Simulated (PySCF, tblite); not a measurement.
# C2H8B2N radical: geometry, infrared bands and EPR parameters

Wanted: the infrared bands and EPR parameters of C2H8B2N radical (`B[N]B(C)C`), by calculation.

The runs use tblite 0.8.0 and PySCF 2.14.0, with density-fitted response routines of our own; the level of theory stands in each step. All values are computed, except where a source is named. Atoms are numbered from 0 throughout.

**1. The molecule as given**

13 atoms, charge 0, multiplicity 2; geometry from: force field or distance geometry start.

Bonds of the start (Å): B0–N1 1.53, N1–B2 1.51, B2–C3 1.56, B2–C4 1.57, B0–H5 1.17, B0–H6 1.18, C3–H7 1.13, C3–H8 1.12, C3–H9 1.10, C4–H10 1.12, C4–H11 1.10, C4–H12 1.12.

**2. Optimising the geometry with GFN2-xTB**

The job: settings as JSON, then the geometry in Å.

```
{"job": {"kind": "relax", "xc": "GFN2-xTB", "basis": "xTB"}, "charge": 0, "multiplicity": 2}
B      2.120000     0.209100    -0.402000
N      1.098100     0.334700     0.735200
B     -0.242600     0.070500     0.084700
C     -0.516900    -1.406600    -0.348200
C     -1.270500     1.253100     0.003000
H      2.406600    -0.848600    -0.802400
H      2.548200     1.189900    -0.893500
H     -0.639200    -2.014500     0.596600
H      0.355800    -1.864900    -0.886900
H     -1.424700    -1.540800    -0.956600
H     -0.702900     2.197000     0.185900
H     -1.706200     1.269300    -1.010200
H     -2.030000     1.152200     0.815300
```

On the command line:

```bash
> OMP_NUM_THREADS=1 python probes_run.py task.json out
```

The driver reads the jobs from task.json and runs them one after another.

**Question.** This job is followed by: GFN2-xTB harmonic vibrations, gas phase; UKS B3LYP, pcH-1 on B C H N, non-relativistic, mean-field spin-orbit, GIAO. What will the session give for the following? strongest single infrared mode (GFN2-xTB); zero-point energy (GFN2-xTB); g(iso) (B3LYP); ⟨S²⟩; largest a(iso) (averaged by class); surface potential, 1st and 99th percentile.

The runs gave:

| quantity | value |
| --- | --- |
| strongest single infrared mode (GFN2-xTB) | 881 cm⁻¹, 110 km/mol |
| zero-point energy (GFN2-xTB) | 62.8 kcal/mol |
| g(iso) (B3LYP) | 2.00301 |
| ⟨S²⟩ | 0.756 (exact 0.75) |
| largest a(iso) (averaged by class) | 1H on H5, H6, 201.6 MHz |
| surface potential, 1st and 99th percentile | -0.21 V and 0.85 V |

What this shows: Over 95 steps the energy fell by 1.671 eV; of the close pairs, B0–N1 changed most, 1.534 to 1.337 Å. All 33 modes are real, so the xTB geometry is a minimum. GFN2-xTB is a fitted tight-binding method: band positions and strengths are rough. Its intensities can rank the bands wrongly. Most of the unpaired spin sits on N1 (0.75 e). The isotropic g lies 0.7 ppt above the free-electron value.
